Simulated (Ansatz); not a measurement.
Crystal: HPbNO4.

```
CELL_PARAMETERS angstrom
3.85707 0.00178 -0.03658
0.17353 4.33436 -0.01647
0.75803 0.83873 5.87662
ATOMIC_POSITIONS crystal
H 0.61511 0.89559 0.19844
Pb 0.64597 0.44651 0.91685
N 0.71474 0.23810 0.50058
O 0.16958 0.47007 0.77768
O 0.62919 0.97045 0.49845
O 0.56424 0.92583 0.03849
O 0.78022 0.42250 0.31951
```

The cell was built by a generator and needn't be a form met in nature.

* Program: Ansatz 0.2.0
* Task: relaxation of cell and atoms
* Functional: PBE
* Dispersion: D4
* Potentials or basis: Ansatz PAW
* Cutoff: 420 eV (not typed: the program's choice for these potentials)
* k mesh: 5 × 5 × 4
* Occupations: fermi-dirac, width 0.05 eV
* Spin: no spin polarisation

At the start: volume 14.06 Å³/atom.

Problem. Where does the relaxation end?

Solution. It ends after 25 steps and the volume is 12.79 Å³/atom (-9.0 %); space group P1 (No. 1, to 0.05 Å).

The path:
```
step  energy change (eV)  largest force (eV/Å)  volume (Å³)
   1              0.0000                0.0521        98.41
   2             -0.0323                0.1428        94.26
   3             -0.0378                0.2480        93.47
   4             -0.0505                0.2385        92.55
   5             -0.0536                0.1624        92.49
   6             -0.0563                0.1258        92.16
   7             -0.0568                0.0667        92.15
   8             -0.0594                0.0488        91.77
   9             -0.0606                0.0342        91.58
  10             -0.0608                0.0300        91.55
  11             -0.0607                0.0390        91.56
  12             -0.0608                0.0130        91.56
  13             -0.0608                0.0092        91.56
  14             -0.0453                0.0108        91.56
  15             -0.0487                0.0628        91.04
  16             -0.0529                0.0944        90.30
  17             -0.0545                0.0584        90.02
  18             -0.0551                0.0318        89.89
  19             -0.0550                0.0304        89.94
  20             -0.0549                0.0096        89.97
  21             -0.0493                0.0094        89.97
  22             -0.0514                0.0403        89.55
  23             -0.0515                0.0274        89.55
  24             -0.0516                0.0099        89.54
  25             -0.0496                0.0099        89.54
```

Final structure:
```yaml
crystal:
  lattice:
    - [3.74378, 0.15872, 0.05961]
    - [0.34501, 4.20791, 0.04344]
    - [0.91499, 0.91862, 5.72618]
  atoms:
    - { symbol: H, position: [0.57283, 0.89473, 0.21541] }
    - { symbol: Pb, position: [0.63868, 0.45095, 0.91812] }
    - { symbol: N, position: [0.75784, 0.21256, 0.49616] }
    - { symbol: O, position: [0.17141, 0.52037, 0.76168] }
    - { symbol: O, position: [0.63320, 0.95671, 0.49882] }
    - { symbol: O, position: [0.50933, 0.93397, 0.05501] }
    - { symbol: O, position: [0.83577, 0.39974, 0.30479] }
```

Caveat: the plane-wave basis is chosen anew once the cell has moved, so the energies of steps on either side of that aren't comparable; the pressure holds a Pulay correction of +0.7 GPa for the finite cutoff.
